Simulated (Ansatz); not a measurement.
**C2H7B2F: a ladder of functionals and wavefunction methods**

The task here is to estimate one member of a computed series from the others.

The runs use Ansatz 0.2.0, Gaussian basis; functionals in def2-TZVPP, the program's frozen cores in correlated methods.

Levels to be run: LDA (SPW92), PBE-D4, revPBE-D4, BLYP-D4, r2SCAN-D4, B97M-V, PBE0-D4, B3LYP-D4, r2SCANh-D4, r2SCAN0-D4, HSE06-D4, BHLYP-D4, CAM-B3LYP-D4, LC-ωPBE, ωB97X-V, ωB97M-V, B2PLYP, PBE-QIDH; CCSD(T)/def2-SVP; CCSD(T)/def2-TZVPP; MP2/def2-QZVPP; extrapolation to the limit; RPA on PBE.

## The geometry

An earlier PBE0-D4 in a triple-zeta def2 set relaxation fixed the geometry.

SMILES `BC(B)CF`, 12 atoms, charge 0, spin multiplicity 1.

Atoms are counted from 1 here; the program's logs count them from 0.

Bond lengths: B1–C2 1.552 Å, B1–H6 1.198 Å, B1–H7 1.195 Å, C2–B3 1.551 Å, C2–C4 1.506 Å, C2–H8 1.111 Å, B3–H9 1.195 Å, B3–H10 1.196 Å, C4–F5 1.388 Å, C4–H11 1.094 Å, C4–H12 1.094 Å. Angles: C2–B1–H6 120.7°, C2–B1–H7 120.0°, H6–B1–H7 119.2°, B1–C2–B3 107.4°, B1–C2–C4 116.0°, B1–C2–H8 97.9°, B3–C2–C4 116.9°, B3–C2–H8 104.1°, C4–C2–H8 112.2°, C2–B3–H9 120.0°, C2–B3–H10 120.4°, H9–B3–H10 119.6°, C2–C4–F5 110.4°, C2–C4–H11 110.6°, C2–C4–H12 112.3°, F5–C4–H11 107.4°, F5–C4–H12 107.0°, H11–C4–H12 108.8°.

As a file:

```csv
atom,x (Å),y (Å),z (Å)
B1,-0.5691,0.7457,1.2198
C2,-0.2422,0.1080,-0.1569
B3,0.8991,0.9430,-0.7949
C4,-0.0804,-1.3893,-0.1699
F5,0.0951,-1.8468,-1.4691
H6,-0.6135,0.0740,2.2109
H7,-0.7966,1.9161,1.2977
H8,-1.1542,0.4372,-0.6989
H9,0.7043,2.0802,-1.1065
H10,1.9880,0.4687,-0.9381
H11,0.8019,-1.6865,0.4045
H12,-0.9555,-1.9057,0.2353
```

The first run:

The input, in.yaml:

```yaml
crystal:
  periodic: [false, false, false]
  atoms:
    - {symbol: B, position_ang: [-0.569064, 0.745744, 1.219803]}
    - {symbol: C, position_ang: [-0.242225, 0.107994, -0.156902]}
    - {symbol: B, position_ang: [0.899122, 0.943037, -0.794925]}
    - {symbol: C, position_ang: [-0.080445, -1.389280, -0.169935]}
    - {symbol: F, position_ang: [0.095105, -1.846791, -1.469072]}
    - {symbol: H, position_ang: [-0.613469, 0.074036, 2.210862]}
    - {symbol: H, position_ang: [-0.796644, 1.916134, 1.297716]}
    - {symbol: H, position_ang: [-1.154192, 0.437174, -0.698922]}
    - {symbol: H, position_ang: [0.704342, 2.080241, -1.106493]}
    - {symbol: H, position_ang: [1.988020, 0.468710, -0.938088]}
    - {symbol: H, position_ang: [0.801921, -1.686546, 0.404546]}
    - {symbol: H, position_ang: [-0.955473, -1.905653, 0.235310]}
basis:
  gaussian: {orbitals: def2-TZVPP}
hamiltonian: {xc: lda}
output: {orbitals: {seedname: orbitals}}
```

Steps of the session up to this table: LDA; PBE-D4 (GGA); revPBE-D4 (GGA); BLYP-D4 (GGA); r2SCAN-D4 (meta-GGA); B97M-V (meta-GGA); PBE0-D4 (hybrid); B3LYP-D4 (hybrid); r2SCANh-D4 (hybrid); r2SCAN0-D4 (hybrid); HSE06-D4 (hybrid); BHLYP-D4 (hybrid); CAM-B3LYP-D4 (range-separated); LC-ωPBE (range-separated); ωB97X-V (range-separated); ωB97M-V (range-separated); B2PLYP (double hybrid); PBE-QIDH (double hybrid).

One table of the session follows, with a row left open; its other results are not shown here.

It belongs to the step «Orbital energies across the functionals». 

| functional | HOMO (eV) | LUMO (eV) | gap (eV) |
| --- | --- | --- | --- |
| LDA (SPW92) | -7.71 | -3.41 | 4.31 |
| PBE-D4 | -7.61 | -3.12 | 4.50 |
| revPBE-D4 | -7.56 | -2.99 | 4.57 |
| BLYP-D4 | -7.55 | -2.96 | 4.59 |
| r2SCAN-D4 | -7.92 | -2.74 | 5.18 |
| B97M-V | -8.09 | -2.85 | 5.23 |
| PBE0-D4 | -9.06 | -2.11 | 6.95 |
| B3LYP-D4 | ? | ? | ? |
| r2SCANh-D4 | -8.46 | -2.40 | 6.07 |
| r2SCAN0-D4 | -9.25 | -1.89 | 7.36 |
| HSE06-D4 | -8.66 | -2.49 | 6.16 |
| BHLYP-D4 | -10.40 | -1.08 | 9.32 |
| CAM-B3LYP-D4 | -10.51 | -1.02 | 9.49 |
| LC-ωPBE | -11.85 | 0.21 | 12.06 |
| ωB97X-V | -11.50 | 0.09 | 11.59 |
| ωB97M-V | -11.38 | -0.18 | 11.20 |

**Question.** Estimate the row for B3LYP-D4.

Worked estimate for «HOMO (eV)». Against the share of exact exchange, BLYP-D4 (0, -7.55), BHLYP-D4 (0.5, -10.40) give a slope of -5.70 per unit share; at 0.2 the line stands at -8.69.

**Answer.** HOMO (eV): -8.87; LUMO (eV): -2.33; gap (eV): 6.53. In «HOMO (eV)» the line misses by +0.18.
